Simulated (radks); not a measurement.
**Eu⁴⁴⁺ in [Ar] 3d1: an all-electron calculation**

The task here is to estimate one member of a computed series from the others.

Method: non-relativistic Kohn-Sham, PBEsol, spin-unpolarised, spherical densities, point nucleus. Code: radks (a radial shooting solver on a logarithmic mesh, Libxc functionals) version 1.

**Starting point**

| Property | Result |
| --- | --- |
| element | europium (Z = 63) |
| charge | +44 |
| electrons | 19 |
| configuration | [Ar] 3d1 |

Outer shells as boxes (Hund's rule):

Eu⁴⁴⁺
```
[Ar] core
3d [↑ ][  ][  ][  ][  ]
```

The first run:

Settings of this run:

```text
Z 63
configuration [Ar] 3d1
relativity non-relativistic
functional pbe_sol,pbe_sol
spin unpolarised
nucleus point
```

One table of the session follows, with a row left open; its other results are not shown here.

It belongs to the step «Shells». From the orbitals of this run (lengths in bohr):

```
level      <r>  outermost maximum (interpolated)  90 % within  nodes
   1s  0.02409                            0.0160       0.0428      0
   2s   0.1016                            0.0872        0.156      1
   2p  0.08619                            0.0679        0.139      0
   3s   0.2458                             0.233        0.356      2
   3p        ?                                 ?            ?      ?
   3d   0.2026                             0.171        0.309      0
```

Estimate the missing values for 3p.

**Answer.** <r>: 0.2335; outermost maximum (interpolated): 0.219; 90 % within: 0.345; nodes: 1. In the column «<r>» it lies between 3d (0.2026) and 3s (0.2458).

Limits of these values: Relativity is left out here, which matters for elements this heavy. Spin polarisation and multiplet splitting are left out.
